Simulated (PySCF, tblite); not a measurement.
# 2,3-dimethyl-1,4-pentadiene (C₇H₁₂): a rotation path, then NMR shifts on frames, part 2 of 2

tblite 0.8.0 and PySCF 2.14.0. Atoms count from 0.

**5. NMR shieldings: image 6, PBE0/pcSseg-1**

What the job is given:

```
{"job": {"kind": "nmr", "xc": "PBE0", "basis": "pcSseg-1", "pop": false}, "charge": 0, "multiplicity": 1}
C      2.276800     0.611300     1.313800
C      1.246900    -0.161600     1.031200
C      0.467400    -0.103000    -0.248500
C      0.525500    -1.477800    -0.932900
C     -0.966200     0.344300    -0.028300
C     -1.551400     0.383300     1.158100
C     -1.696000     0.778100    -1.265700
H      2.631100     1.358100     0.621600
H      2.814000     0.535200     2.244500
H      0.920600    -0.916100     1.734400
H      0.944200     0.623600    -0.917600
H      0.128700    -2.246500    -0.273400
H     -0.048200    -1.475700    -1.855900
H      1.557700    -1.727800    -1.172400
H     -2.569100     0.720000     1.272700
H     -1.053100     0.094700     2.065800
H     -2.670900     1.188900    -1.016200
H     -1.844900    -0.059600    -1.946100
H     -1.122900     1.539900    -1.792500
```

Method: GIAO PBE0/pcSseg-1 NMR shielding, non-relativistic, gas phase.

Log:

```text
coarse grid: 15048 points
cycle   1  E = -273.4451346216  dE =  6.797e-01  |g| = 4.526e-01  |ddm| = 3.762e+00
cycle   2  E = -273.4474334772  dE = -2.299e-03  |g| = 4.543e-01  |ddm| = 8.347e-01
cycle   3  E = -273.5022833034  dE = -5.485e-02  |g| = 2.824e-02  |ddm| = 4.333e-01
cycle   4  E = -273.5022628303  dE =  2.047e-05  |g| = 2.994e-02  |ddm| = 4.967e-02
cycle   5  E = -273.5024875366  dE = -2.247e-04  |g| = 3.316e-03  |ddm| = 2.608e-02
cycle   6  E = -273.5024898920  dE = -2.355e-06  |g| = 9.091e-04  |ddm| = 4.085e-03
final grid: 142920 points
cycle   7  E = -273.5464640833  dE = -4.856e-05  |g| = 8.951e-03  |ddm| = 3.938e-02
cycle   8  E = -273.5464588905  dE =  5.193e-06  |g| = 9.977e-03  |ddm| = 1.809e-02
cycle   9  E = -273.5464848933  dE = -2.600e-05  |g| = 1.796e-03  |ddm| = 1.053e-02
cycle  10  E = -273.5464857037  dE = -8.104e-07  |g| = 2.008e-04  |ddm| = 1.656e-03
cycle  11  E = -273.5464857130  dE = -9.306e-09  |g| = 5.693e-05  |ddm| = 1.918e-04
cycle  12  E = -273.5464857137  dE = -7.117e-10  |g| = 1.879e-05  |ddm| = 6.368e-05
converged SCF energy = -273.5464857137

GIAO shielding tensors (ppm)
atom      isotropic    diamagn.    paramagn.     s11        s22        s33       span
  0 C       67.446     253.975    -186.529    -41.090     85.429    157.998    199.088
  1 C       34.483     257.654    -223.171    -90.633     42.666    151.417    242.050
  2 C      135.944     245.064    -109.119    121.089    134.707    152.037     30.948
  3 C      163.595     248.597     -85.002    150.261    156.056    184.468     34.207
  4 C       28.121     261.920    -233.799    -95.085     24.944    154.503    249.588
  5 C       71.197     253.628    -182.431    -29.880     87.731    155.740    185.621
  6 C      160.338     246.385     -86.048    137.969    155.559    187.485     49.516
  7 H       26.392      32.194      -5.801     23.067     25.373     30.737      7.670
  8 H       26.453      29.271      -2.818     23.566     25.286     30.507      6.941
  9 H       25.349      33.592      -8.243     22.132     25.664     28.252      6.120
 10 H       29.278      34.576      -5.298     26.555     28.747     32.531      5.976
 11 H       30.915      31.406      -0.490     27.545     29.069     36.132      8.587
 12 H       30.238      31.471      -1.233     25.391     29.662     35.660     10.269
 13 H       30.570      30.504       0.065     26.672     28.288     36.748     10.076
 14 H       26.530      31.377      -4.847     24.191     25.160     30.239      6.048
 15 H       26.721      33.376      -6.655     24.031     24.650     31.481      7.450
 16 H       29.791      29.815      -0.024     25.767     28.496     35.111      9.343
 17 H       29.475      29.876      -0.400     25.208     29.108     34.110      8.902
 18 H       30.084      30.080       0.004     26.064     28.755     35.431      9.367
```

Run time: 21 s. Hardware: 1 thread of Intel Xeon Platinum 8375C at 2.90GHz, shared host; peak memory 0.85 GiB.

Key values: δ C4 158.8, C1 152.4, C0 119.5, C5 115.7, H9 6.37, H7 5.32 ppm.

**6. NMR shieldings: image 7, PBE0/pcSseg-1**

What the job is given:

```
{"job": {"kind": "nmr", "xc": "PBE0", "basis": "pcSseg-1", "pop": false}, "charge": 0, "multiplicity": 1}
C      2.256100     0.503900     1.415800
C      1.221200    -0.223700     1.044700
C      0.477200    -0.056700    -0.246900
C      0.565800    -1.370800    -1.038100
C     -0.960900     0.373200    -0.023500
C     -1.471800     0.592700     1.177700
C     -1.775800     0.593800    -1.264300
H      2.641000     1.298800     0.797400
H      2.766500     0.341700     2.350800
H      0.859700    -1.024800     1.676600
H      0.967500     0.726000    -0.840200
H      0.139100    -2.188100    -0.460400
H      0.037600    -1.291800    -1.984000
H      1.607600    -1.606000    -1.249300
H     -2.490400     0.921000     1.306000
H     -0.902500     0.466200     2.081400
H     -2.736500     1.040000    -1.020300
H     -1.963900    -0.344500    -1.784300
H     -1.247400     1.258300    -1.946500
```

With the program's defaults for keys left out, this is: GIAO PBE0/pcSseg-1 NMR shielding, non-relativistic, gas phase.

Log:

```text
coarse grid: 15048 points
cycle   1  E = -273.4454940465  dE =  6.815e-01  |g| = 4.522e-01  |ddm| = 3.769e+00
cycle   2  E = -273.4477597878  dE = -2.266e-03  |g| = 4.540e-01  |ddm| = 8.374e-01
cycle   3  E = -273.5024991736  dE = -5.474e-02  |g| = 3.064e-02  |ddm| = 4.353e-01
cycle   4  E = -273.5024928003  dE =  6.373e-06  |g| = 3.137e-02  |ddm| = 5.148e-02
cycle   5  E = -273.5027391890  dE = -2.464e-04  |g| = 3.264e-03  |ddm| = 2.693e-02
cycle   6  E = -273.5027414531  dE = -2.264e-06  |g| = 9.126e-04  |ddm| = 4.288e-03
final grid: 142920 points
cycle   7  E = -273.5469720354  dE = -4.847e-05  |g| = 8.999e-03  |ddm| = 3.688e-02
cycle   8  E = -273.5469665496  dE =  5.486e-06  |g| = 1.008e-02  |ddm| = 1.859e-02
cycle   9  E = -273.5469931021  dE = -2.655e-05  |g| = 1.864e-03  |ddm| = 1.087e-02
cycle  10  E = -273.5469939783  dE = -8.761e-07  |g| = 1.929e-04  |ddm| = 1.720e-03
cycle  11  E = -273.5469939869  dE = -8.672e-09  |g| = 5.145e-05  |ddm| = 1.776e-04
cycle  12  E = -273.5469939875  dE = -5.695e-10  |g| = 1.833e-05  |ddm| = 6.055e-05
converged SCF energy = -273.5469939875

GIAO shielding tensors (ppm)
atom      isotropic    diamagn.    paramagn.     s11        s22        s33       span
  0 C       66.323     254.116    -187.793    -43.943     84.688    158.224    202.167
  1 C       33.960     257.688    -223.727    -90.999     42.794    150.087    241.086
  2 C      136.069     245.287    -109.218    121.705    134.236    152.266     30.560
  3 C      164.851     249.094     -84.243    153.952    156.862    183.738     29.785
  4 C       29.583     261.857    -232.275    -92.450     25.974    155.224    247.673
  5 C       69.511     253.725    -184.215    -29.758     85.490    152.800    182.558
  6 C      161.530     246.521     -84.991    143.794    154.896    185.901     42.108
  7 H       26.359      32.195      -5.836     22.879     25.412     30.787      7.908
  8 H       26.389      29.335      -2.946     23.325     25.344     30.498      7.173
  9 H       25.501      33.547      -8.046     22.306     25.882     28.315      6.009
 10 H       29.195      34.125      -4.930     26.740     27.981     32.863      6.123
 11 H       30.987      31.530      -0.543     27.735     28.875     36.352      8.617
 12 H       30.191      31.697      -1.506     25.185     29.825     35.564     10.378
 13 H       30.593      30.572       0.022     26.550     28.516     36.713     10.163
 14 H       26.520      31.338      -4.818     24.224     25.121     30.213      5.989
 15 H       26.681      33.195      -6.513     23.979     24.650     31.416      7.437
 16 H       29.770      29.753       0.017     25.704     28.500     35.107      9.403
 17 H       29.546      29.971      -0.426     25.109     29.360     34.169      9.060
 18 H       30.123      30.020       0.103     26.134     28.720     35.515      9.382
```

Run time: 22 s. Hardware: 1 thread of Intel Xeon Platinum 8375C at 2.90GHz, shared host; peak memory 0.85 GiB.

Key values: δ C4 157.3, C1 153.0, C0 120.6, C5 117.4, H9 6.22, H7 5.36 ppm.

**7. Shielding tensors: image 8, PBE0/pcSseg-1**

What the job is given:

```
{"job": {"kind": "nmr", "xc": "PBE0", "basis": "pcSseg-1", "pop": false}, "charge": 0, "multiplicity": 1}
C      2.239600     0.411800     1.487600
C      1.205400    -0.276700     1.044300
C      0.484900    -0.004900    -0.243200
C      0.595500    -1.252900    -1.130300
C     -0.957100     0.403200    -0.016000
C     -1.410100     0.771600     1.171600
C     -1.839200     0.414100    -1.229300
H      2.628600     1.261400     0.949900
H      2.741600     0.162500     2.407500
H      0.832300    -1.125600     1.602800
H      0.983300     0.827700    -0.757500
H      0.026100    -2.074500    -0.700800
H      0.227900    -1.057900    -2.133600
H      1.637500    -1.557900    -1.202500
H     -2.430900     1.085900     1.312500
H     -0.784600     0.780700     2.047400
H     -2.773300     0.928200    -1.017500
H     -2.074700    -0.602800    -1.541400
H     -1.342700     0.915200    -2.059100
```

Method: GIAO PBE0/pcSseg-1 NMR shielding, non-relativistic, gas phase.

Log:

```text
coarse grid: 15048 points
cycle   1  E = -273.4448342438  dE =  6.853e-01  |g| = 4.526e-01  |ddm| = 3.773e+00
cycle   2  E = -273.4471351691  dE = -2.301e-03  |g| = 4.542e-01  |ddm| = 8.369e-01
cycle   3  E = -273.5019178454  dE = -5.478e-02  |g| = 3.168e-02  |ddm| = 4.349e-01
cycle   4  E = -273.5019232370  dE = -5.392e-06  |g| = 3.167e-02  |ddm| = 5.145e-02
cycle   5  E = -273.5021737180  dE = -2.505e-04  |g| = 3.335e-03  |ddm| = 2.708e-02
cycle   6  E = -273.5021760725  dE = -2.354e-06  |g| = 9.564e-04  |ddm| = 4.576e-03
final grid: 142920 points
cycle   7  E = -273.5469315910  dE = -5.649e-05  |g| = 9.021e-03  |ddm| = 4.063e-02
cycle   8  E = -273.5469259800  dE =  5.611e-06  |g| = 1.014e-02  |ddm| = 1.841e-02
cycle   9  E = -273.5469527149  dE = -2.673e-05  |g| = 1.890e-03  |ddm| = 1.091e-02
cycle  10  E = -273.5469536146  dE = -8.996e-07  |g| = 2.224e-04  |ddm| = 1.783e-03
cycle  11  E = -273.5469536261  dE = -1.153e-08  |g| = 5.927e-05  |ddm| = 2.010e-04
cycle  12  E = -273.5469536268  dE = -7.636e-10  |g| = 2.023e-05  |ddm| = 7.016e-05
converged SCF energy = -273.5469536268

GIAO shielding tensors (ppm)
atom      isotropic    diamagn.    paramagn.     s11        s22        s33       span
  0 C       65.926     254.243    -188.317    -44.975     84.591    158.162    203.137
  1 C       33.716     257.642    -223.926    -91.680     42.967    149.860    241.540
  2 C      136.820     245.675    -108.855    124.159    133.673    152.629     28.470
  3 C      165.348     249.479     -84.132    153.038    160.668    182.337     29.298
  4 C       30.492     262.122    -231.630    -91.550     26.858    156.167    247.718
  5 C       68.689     253.683    -184.993    -31.431     85.910    151.588    183.019
  6 C      162.260     246.790     -84.530    148.715    154.614    183.452     34.737
  7 H       26.371      32.233      -5.862     22.748     25.514     30.852      8.104
  8 H       26.383      29.429      -3.046     23.254     25.404     30.491      7.237
  9 H       25.654      33.520      -7.866     22.499     25.880     28.584      6.085
 10 H       29.063      33.881      -4.817     26.797     27.506     32.888      6.091
 11 H       30.960      31.815      -0.855     28.195     28.467     36.217      8.022
 12 H       30.202      31.602      -1.400     25.578     29.408     35.621     10.044
 13 H       30.662      30.640       0.023     26.254     29.049     36.684     10.430
 14 H       26.511      31.298      -4.787     24.136     25.172     30.226      6.090
 15 H       26.590      32.986      -6.396     23.944     24.520     31.306      7.362
 16 H       29.785      29.649       0.136     25.678     28.457     35.221      9.544
 17 H       29.678      29.898      -0.221     25.473     29.164     34.395      8.921
 18 H       30.087      30.219      -0.131     25.975     29.040     35.247      9.272
```

It took 21 s on 1 thread of Intel Xeon Platinum 8375C at 2.90GHz, shared host; peak memory 0.85 GiB.

In short: δ C4 156.4, C1 153.2, C0 121.0, C5 118.2, H9 6.06, H7 5.35 ppm.

**8. Side by side: NMR shifts**

Shifts (ppm) of some atoms, chosen among heavy atoms and hydrogens apart, with basis size and wall time:

| frame | C4 | C0 | C5 | C6 | C3 | H9 | H18 | functions | time |
| --- | --- | --- | --- | --- | --- | --- | --- | --- | --- |
| image 0 | 157.5 | 121.2 | 113.8 | 26.2 | 21.0 | 5.69 | 2.27 | 179 | 22 s |
| image 3 | 160.7 | 116.4 | 114.8 | 28.6 | 25.3 | 6.12 | 1.95 | 179 | 22 s |
| image 6 | 158.8 | 119.5 | 115.7 | 26.6 | 23.3 | 6.37 | 1.63 | 179 | 21 s |
| image 7 | 157.3 | 120.6 | 117.4 | 25.4 | 22.1 | 6.22 | 1.59 | 179 | 22 s |
| image 8 | 156.4 | 121.0 | 118.2 | 24.7 | 21.6 | 6.06 | 1.63 | 179 | 21 s |

**9. Outcome**

This closing draws on all 2 parts.

| quantity | value |
| --- | --- |
| barrier | 0.046 eV (1.1 kcal/mol) at image 6 |
| end to end (GFN2-xTB) | 0.035 eV |
| 13C shifts against TMS (PBE0/pcSseg-1, image 0) | 157.5, 154.5, 121.2, 113.8, 50.9, 26.2, 21.0 ppm |
| 1H shifts against TMS (PBE0/pcSseg-1, image 0) | 5.69, 5.38, 5.26, 5.18, 5.01, 2.46, 2.27, 1.73, 1.70, 1.29, 1.22, 1.21 ppm |
| range of the shift of C0 | 116.4 to 121.2 ppm |

**Reading.** Along the band the dihedral turns by 119°, and the top (dihedral 164°) lies 1.1 kcal/mol above the start (GFN2-xTB, rough), so at room temperature this motion is fast. Ends this close can change order at a higher level. The top was not checked by a frequency run. Shifts at one fixed geometry are not the observed spectrum, which averages over the motion. In the first frame run (image 0): The widest tensor belongs to C4: span 250 ppm, with a paramagnetic part of -233 ppm. Across the 5 runs the shift of C0 moves most, between 116.4 (image 3) and 121.2 ppm (image 0).
